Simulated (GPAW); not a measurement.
The system is NaLaMnMoO6.

```xyz
10
Lattice="4.7224 -2.7369 0.0020 4.7224 2.7369 0.0020 -3.1780 0.0000 4.4700" Properties=species:S:1:pos:R:3 pbc="T T T"
Na   -0.0031    0.0000    3.3293
La    6.2777    0.0000    1.1522
Mn    3.1283    0.0000    2.2333
Mo    0.0068    0.0000    0.0051
O     4.1282    1.3576    1.2770
O     4.1282   -1.3576    1.2770
O     1.7822    0.0000    0.8403
O     4.4845    0.0000    3.6293
O     2.1325    1.3554    3.1991
O     2.1325   -1.3554    3.1991
```

The cell was built by a generator and needn't be a form met in nature.

Program: GPAW 26.7.0. Alike in all runs: spin collinear, ferromagnetic start; cell as given; cutoff (eV) 800; smearing fermi-dirac 0.05 eV.

Problem. Order these runs on this cell by their pressure, lowest first.
A. level PBE; potentials or basis GPAW PAW data sets (gpaw-data 1.2.1), pw; k mesh 3 × 3 × 3; mesh quality coarse
B. level PBE+D4; potentials or basis GPAW PAW data sets (gpaw-data 1.2.1), pw; k mesh 3 × 3 × 3; mesh quality coarse
C. level LDA; potentials or basis the program's PAW data sets (release 1.2.1) made for this functional, pw; k mesh 4 × 4 × 4; ranks 8; band path XGY,LGZ,NGM,RG; band points 100; mesh quality not flagged

Solution. C (-13.6 GPa), B (-2.8 GPa), A (0.3 GPa).

Caveats: some runs use coarse meshes; one-centre terms of the f shell are cut off; a cell with one magnetic atom can't hold antiferromagnetic order, which such compounds often take; pairwise dispersion overbinds metals, which lowers pressure and volume (some runs).

Not every run made on this cell is shown here.
